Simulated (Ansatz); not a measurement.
# GaH5O4: one species, many methods

Aim: compute GaH5O4 with functionals from several rungs and with coupled cluster, and see how far each lands from CCSD(T) at the basis-set limit for the atomisation energy.

The runs use Ansatz 0.2.0, Gaussian basis; functionals in def2-TZVPP, the program's frozen cores in correlated methods.

The runs, in order: LDA (SPW92), PBE-D4, revPBE-D4, BLYP-D4, r2SCAN-D4, B97M-V, PBE0-D4, B3LYP-D4, r2SCANh-D4, r2SCAN0-D4, HSE06-D4, BHLYP-D4, CAM-B3LYP-D4, LC-ωPBE, ωB97X-V, ωB97M-V, B2PLYP, PBE-QIDH; CCSD(T)/def2-SVP; CCSD(T)/def2-TZVPP; MP2/def2-QZVPP; extrapolation to the limit; RPA on PBE.

## Step 1: Structure used throughout

An earlier PBE0-D4 in a triple-zeta def2 set relaxation fixed the geometry.

SMILES `[OH][Ga-]([OH])([OH])[OH2+]`, 10 atoms, charge 0, spin multiplicity 1.

Atoms are counted from 1 here; the program's logs count them from 0.

Bond lengths: O1–Ga2 1.802 Å, O1–H6 0.959 Å, Ga2–O3 1.812 Å, Ga2–O4 1.787 Å, Ga2–O5 2.105 Å, O3–H7 0.958 Å, O4–H8 0.959 Å, O5–H9 0.969 Å, O5–H10 0.966 Å. Angles: Ga2–O1–H6 113.3°, O1–Ga2–O3 117.8°, O1–Ga2–O4 117.7°, O1–Ga2–O5 92.6°, O3–Ga2–O4 120.8°, O3–Ga2–O5 87.3°, O4–Ga2–O5 109.1°, Ga2–O3–H7 114.1°, Ga2–O4–H8 112.9°, Ga2–O5–H9 97.4°, Ga2–O5–H10 102.3°, H9–O5–H10 106.9°.

## Step 2: LDA

This LDA is Slater exchange with PW92 correlation.

in.yaml reads:

```yaml
crystal:
  periodic: [false, false, false]
  atoms:
    - {symbol: O, position_ang: [-1.365480, 0.839531, 0.826814]}
    - {symbol: Ga, position_ang: [-0.258700, -0.369568, 0.077799]}
    - {symbol: O, position_ang: [1.268420, -0.778967, 0.963253]}
    - {symbol: O, position_ang: [-0.951151, -1.497028, -1.122647]}
    - {symbol: O, position_ang: [0.840938, 1.116972, -0.928978]}
    - {symbol: H, position_ang: [-2.290301, 0.680034, 0.631000]}
    - {symbol: H, position_ang: [1.179818, -0.778080, 1.917349]}
    - {symbol: H, position_ang: [-0.379363, -2.244774, -1.305598]}
    - {symbol: H, position_ang: [1.649849, 1.053806, -0.399180]}
    - {symbol: H, position_ang: [0.389168, 1.926775, -0.656811]}
basis:
  gaussian: {orbitals: def2-TZVPP}
hamiltonian: {xc: lda}
output: {orbitals: {seedname: orbitals}}
```

Further steps of the session: PBE-D4 (GGA); revPBE-D4 (GGA); BLYP-D4 (GGA); r2SCAN-D4 (meta-GGA); B97M-V (meta-GGA); PBE0-D4 (hybrid); B3LYP-D4 (hybrid); r2SCANh-D4 (hybrid); r2SCAN0-D4 (hybrid); HSE06-D4 (hybrid); BHLYP-D4 (hybrid); CAM-B3LYP-D4 (range-separated); LC-ωPBE-D4 (range-separated); ωB97X-V (range-separated); ωB97M-V (range-separated); B2PLYP (double hybrid); PBE-QIDH (double hybrid); CCSD(T) in def2-SVP; CCSD(T) in def2-TZVPP; MP2 in def2-QZVPP; RPA on PBE orbitals.

Q: Predict the results of all the runs planned. Wanted: atomisation energy, CCSD(T)/CBS; farthest beyond LDA; mean size of error, GGA; mean size of error, meta-GGA; mean size of error, hybrid; mean size of error, range-separated; mean size of error, double hybrid; gap, smallest and largest; T1 diagnostic.

As calculated:

| quantity | value |
| --- | --- |
| atomisation energy, CCSD(T)/CBS | 37.032 eV |
| functionals within 0.370 eV (1.0 %) | PBE-D4 |
| farthest beyond LDA | BHLYP-D4 (-2.625 eV) |
| mean size of error, GGA | 0.648 eV |
| mean size of error, meta-GGA | 0.630 eV |
| mean size of error, hybrid | 1.382 eV |
| mean size of error, range-separated | 0.560 eV |
| mean size of error, double hybrid | 0.998 eV |
| gap, smallest and largest | 5.16 eV (BLYP-D4), 13.06 eV (LC-ωPBE) |
| T1 diagnostic | 0.0128 |
| triples share of the correlation energy | 3.5 % |

**Reading.** The LDA atomisation energy is off by 5.801 eV (16 %): it overbinds. PBE-D4 is off by +0.019 eV. Double hybrids carry the basis error of their MP2 part in triple zeta, and no dispersion term here, so their miss is partly the set-up's. By mean error the best rung here is range-separated (0.560 eV) and the worst beyond LDA is hybrid (1.382 eV). The gap between the best rungs is small, so their order is not settled. The mean of the hybrids holds BHLYP, with half exact exchange. Misses under about 0.370 eV are within the doubt on the reference itself, which lacks core-valence correlation, relativity and higher excitations, and its outer-core shells are covered unevenly. Hartree-Fock recovers 65 % of the binding; the rest is correlation. CCSD(T) in def2-SVP is off by -2.932 eV, which most functionals beat. The gap grows from 5.2 to 13.1 eV across the functionals, mostly with the share of exact exchange. Correlated methods include outer-core shells of Ga, which these sets cover unevenly.
